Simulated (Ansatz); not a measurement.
**B2PLYP/def2-SVP (core potential) run of AlSbH3F (SMILES [F][AlH][SbH2])**

Aim: the vertical ionisation energy of AlSbH3F at B2PLYP/def2-SVP (core potential), from 2 runs. 

The results are computed with Ansatz 0.2.0.

60 further runs of the same task are left out: 60 set aside as unsound or not needed.

## (1) The molecule

AlSbH3F has 6 atoms, charge 0, and is taken as a singlet. As SMILES, `[F][AlH][SbH2]`. Geometry: relaxed at PBE0-D4/def2-TZVP. This is one conformer, not always the lowest.

Bond lengths: F1–Al2 1.653 Å, Al2–Sb3 2.636 Å, Al2–H4 1.582 Å, Sb3–H5 1.710 Å, Sb3–H6 1.709 Å. Angles: F1–Al2–Sb3 116.3°, F1–Al2–H4 116.4°, Sb3–Al2–H4 127.3°, Al2–Sb3–H5 88.3°, Al2–Sb3–H6 87.8°, H5–Sb3–H6 91.6°.

## (2) The energy at B2PLYP/def2-SVP (core potential)

The input, in.yaml:

```yaml
crystal:
  periodic: [false, false, false]
  atoms:
    - symbol: F
      position_ang: [-1.114600, -1.632400, 1.262300]
    - symbol: Al
      position_ang: [-0.336100, -1.039300, -0.069800]
    - symbol: Sb
      position_ang: [1.279900, 1.003700, 0.334800]
    - symbol: H
      position_ang: [-0.594800, -1.800700, -1.431700]
    - symbol: H
      position_ang: [0.842100, 1.592000, -1.209900]
    - symbol: H
      position_ang: [-0.034400, 1.812900, 1.068100]
basis:
  gaussian: {orbitals: def2-SVP}
hamiltonian: {xc: {name: B2PLYP}}
correlation: {frozen_orbitals: {Al: 5, F: 1, H: 0, Sb: 4}}
accuracy: high
output: {orbitals: {seedname: orbitals}}
```

On the command line:

```sh
$ ansatz run in.yaml --threads 1 --pin off --max-ram 3480MiB --events-out events.jsonl --progress --plain --runs-dir runs
```

Output:

```text
Warning: RAYON_NUM_THREADS=1 ignored (pool sized by the plan → 1); use --threads N
Functional definition: B2PLYP
  name "B2PLYP"
  parameter a = 0.53
  parameter c = 0.27
  exchange = (1 - a)*b88_x + a*exact_x
  correlation = (1 - c)*lyp_c + c*(mp2_os + mp2_ss)
1642 factors; integrals over basis functions are off by at most 3.6e-9 eV
mean field evaluation 1: about -15879.3523 eV, gradient 3.3e1 eV
mean field evaluation 2: about -15879.4756 eV, gradient 3.3e1 eV
mean field evaluation 4: about -15881.3124 eV, gradient 8.9e-1 eV
mean field evaluation 8: about -15881.3278 eV, gradient 6.6e-2 eV
mean field evaluation 16: about -15881.3278 eV, gradient 3.7e-5 eV
mean field -15881.32778721 eV, -583.6280314294 hartree, gradient 1.7e-8 eV, S^2 0.000000; 0 other end points of the search recorded, 0 dependent functions left out
10 core orbitals not correlated: weight in the atoms' cores, before any rotation towards them, 1.000 or more for the frozen orbitals, at most 0.000 for the correlated occupied ones
reference -15881.32781230 eV, -583.6280323513 hartree; 14, 14 occupied and 49, 49 virtual orbitals, 1642 factors
second order -12.38346495 eV of doubles, -0.00000000 eV of singles
Total energy: -15884.67134783 eV, -583.7509050160 hartree
```

It took 10 s on 1 thread of Arm Neoverse V1, shared host; peak memory 0.23 GiB.

## (3) The doublet cation, same level

The input, molecule.yaml:

```yaml
basis:
  gaussian: {orbitals: def2-SVP}
crystal:
  periodic: [false, false, false]
  atoms:
    - {symbol: F, position_ang: [-1.114600, -1.632400, 1.262300]}
    - {symbol: Al, position_ang: [-0.336100, -1.039300, -0.069800]}
    - {symbol: Sb, position_ang: [1.279900, 1.003700, 0.334800]}
    - {symbol: H, position_ang: [-0.594800, -1.800700, -1.431700]}
    - {symbol: H, position_ang: [0.842100, 1.592000, -1.209900]}
    - {symbol: H, position_ang: [-0.034400, 1.812900, 1.068100]}
total_charge: 1
magnetization: {spin_polarized: true, initial_magnetization: 1}
hamiltonian: {xc: {name: B2PLYP}}
correlation: {frozen_orbitals: {Al: 5, F: 1, H: 0, Sb: 4}}
accuracy: high
output: {orbitals: {seedname: orbitals}}
```

On the command line:

```sh
$ ansatz run molecule.yaml --threads 1 --pin off --max-ram 3480MiB --events-out events.jsonl --progress --plain --runs-dir runs
```

Output (excerpt; [...] marks lines left out):

```text
Warning: RAYON_NUM_THREADS=1 ignored (pool sized by the plan → 1); use --threads N
[... 2 set-up lines as earlier in the session ...]
[...]
1642 factors; integrals over basis functions are off by at most 3.6e-9 eV
[...]
mean field -15872.34543092 eV, -583.2979359243 hartree, gradient 8.2e-8 eV, S^2 0.765666; 4 other end points of the search recorded, 0 dependent functions left out
10 core orbitals not correlated: weight in the atoms' cores, before any rotation towards them, 1.000 or more for the frozen orbitals, at most 0.000 for the correlated occupied ones
reference -15872.34545629 eV, -583.2979368565 hartree; 14, 13 occupied and 49, 50 virtual orbitals, 1642 factors
second order -11.82326345 eV of doubles, -0.00000000 eV of singles
Total energy: -15875.53773742 eV, -583.4152510243 hartree
```

Wall time 18 s (1 thread of Arm Neoverse V1, shared host); peak memory 0.45 GiB.

## (4) Results

Level: B2PLYP/def2-SVP (core potential), 10 core orbitals frozen.

| quantity | value |
| --- | --- |
| singlet AlSbH3F: total energy | -583.75091 Eh |
| singlet AlSbH3F: HOMO energy (SCF part's orbitals) | -7.89 eV |
| singlet AlSbH3F: LUMO energy (SCF part's orbitals) | -0.32 eV |
| singlet AlSbH3F: HOMO–LUMO gap (SCF part's orbitals) | 7.57 eV |
| doublet cation: total energy | -583.41525 Eh |
| doublet cation: HOMO energy (SCF part's orbitals) (highest over α and β) | -15.08 eV |
| doublet cation: LUMO energy (SCF part's orbitals) (lowest over α and β) | -10.08 eV |
| doublet cation: ⟨S²⟩ | 0.766 |
| vertical ionisation energy (to the doublet cation) | 9.134 eV |

In words: Removing an electron at fixed nuclei costs 9.13 eV (881 kJ/mol). The negative HOMO energy of the first species, 7.89 eV, lies 1.24 eV below that difference.
